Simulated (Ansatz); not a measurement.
The system is Be2Co.

```
CELL_PARAMETERS angstrom
0.00000 1.91949 5.33254
1.33849 0.00000 5.33254
1.33849 1.91949 0.00000
ATOMIC_POSITIONS crystal
Co 0.00000 0.00000 0.00000
Be 0.66394 0.66394 0.33606
Be 0.33606 0.33606 0.66394
```

The cell comes from a database or a generator and needn't be the stable form of this composition.

```yaml
Program: Ansatz 0.2.0
Task: single point
Functional: PBE
Potentials_or_basis: Ansatz PAW
Cutoff: "420 eV (not typed: the program's choice for these potentials)"
k_mesh: 12 × 12 × 12
Occupations: fermi-dirac, width 0.05 eV
Spin: collinear spin, ferromagnetic start
Starting_moments: "[2.0, 0.0, 0.0] μB"
```

On this cell: pressure -0.2 GPa; largest force 0.082 eV/Å; net moment 1.07 μB per cell; site moments Co +1.09; Be -0.01 μB; band gap on the k mesh none (metal or under the smearing width).

The same run follows on a disturbed copy (atoms moved at random, drawn with an rms of 0.05 Å):

```
CELL_PARAMETERS angstrom
0.00000 1.91949 5.33254
1.33849 0.00000 5.33254
1.33849 1.91949 0.00000
ATOMIC_POSITIONS crystal
Co 0.99429 0.00615 0.00843
Be 0.65118 0.68469 0.33961
Be 0.34592 0.31887 0.66739
```

**Question.** What changes?

**Answer.** The energy (extrapolated to zero smearing) moves by +4.6 meV/atom; pressure -1.0 GPa; largest force 0.385 eV/Å; net moment 1.18 μB per cell; site moments Co +1.21; Be -0.01 μB; band gap on the k mesh none (metal or under the smearing width).

Forces in eV/Å, atoms in the order of the input:
```
Co  -0.062  0.000  0.000
Be  -0.179 -0.005 -0.300
Be   0.241  0.005  0.300
```

Stress tensor (GPa, compression positive):
```
 0.58  0.02 -0.19
 0.02 -4.24  0.00
-0.19  0.00  0.79
```
